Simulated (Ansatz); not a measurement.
**CH₇BGe: small, medium and large basis sets**

Aim: see how fast density functionals converge with the basis set for CH₇BGe.

Computed with Ansatz 0.2.0, Gaussian basis. Level: one geometry, several basis sets.

Plan: PBE0-D4/def2-SVP; ωB97M-V/def2-SVP; PBE0-D4/def2-QZVPP; ωB97M-V/def2-QZVPP; the functionals' def2-TZVPP values are taken from earlier runs.

### 1 Structure used throughout

The geometry comes from an earlier relaxation with PBE0-D4 in a triple-zeta def2 set; it is a stationary point, not always the lowest conformer.

SMILES `[BH2][GeH2][CH3]`, 10 atoms, charge 0, spin multiplicity 1.

Atoms are counted from 1 here; the program's logs count them from 0.

Bond lengths: B1–Ge2 2.058 Å, B1–H4 1.196 Å, B1–H5 1.195 Å, Ge2–C3 1.959 Å, Ge2–H6 1.546 Å, Ge2–H7 1.547 Å, C3–H8 1.091 Å, C3–H9 1.090 Å, C3–H10 1.091 Å. Angles: Ge2–B1–H4 122.3°, Ge2–B1–H5 119.9°, H4–B1–H5 117.8°, B1–Ge2–C3 115.1°, B1–Ge2–H6 109.1°, B1–Ge2–H7 108.3°, C3–Ge2–H6 109.2°, C3–Ge2–H7 109.0°, H6–Ge2–H7 105.9°, Ge2–C3–H8 110.2°, Ge2–C3–H9 110.7°, Ge2–C3–H10 110.2°, H8–C3–H9 108.6°, H8–C3–H10 108.4°, H9–C3–H10 108.6°.

### 2 PBE0-D4 in def2-SVP

in.yaml reads:

```yaml
crystal:
  periodic: [false, false, false]
  atoms:
    - {symbol: B, position_ang: [-1.172889, 0.483702, -1.419514]}
    - {symbol: Ge, position_ang: [0.124739, 0.668445, 0.167543]}
    - {symbol: C, position_ang: [0.776924, -1.023831, 0.906992]}
    - {symbol: H, position_ang: [-1.470189, -0.578369, -1.882000]}
    - {symbol: H, position_ang: [-1.652000, 1.461262, -1.913436]}
    - {symbol: H, position_ang: [-0.562226, 1.481222, 1.289566]}
    - {symbol: H, position_ang: [1.333758, 1.518239, -0.290738]}
    - {symbol: H, position_ang: [-0.058644, -1.623817, 1.270382]}
    - {symbol: H, position_ang: [1.462578, -0.844508, 1.735726]}
    - {symbol: H, position_ang: [1.301151, -1.593444, 0.138279]}
basis:
  gaussian: {orbitals: def2-SVP}
hamiltonian: {xc: pbe0, dispersion: d4}
output: {orbitals: {seedname: orbitals}}
```

Started as:

```console
$ ansatz run in.yaml --threads 2 --pin off --events-out ev --progress --plain --max-ram 4352MiB
```

After this run come: ωB97M-V in def2-SVP; PBE0-D4 in def2-QZVPP; ωB97M-V in def2-QZVPP.

Before running them: what should the planned runs give, taken together? Wanted: PBE0-D4: double and triple zeta above quadruple; ωB97M-V: double and triple zeta above quadruple.

**Answer**, as computed:

```
                                       quantity           value
PBE0-D4: double and triple zeta above quadruple  10.47, 1.33 eV
ωB97M-V: double and triple zeta above quadruple  10.61, 1.30 eV
```

PBE0-D4 gains 9.14 eV from double to triple zeta, then 1.33 eV more. These are total energies; as a rule much of such shifts cancels in differences, which this series doesn't test.
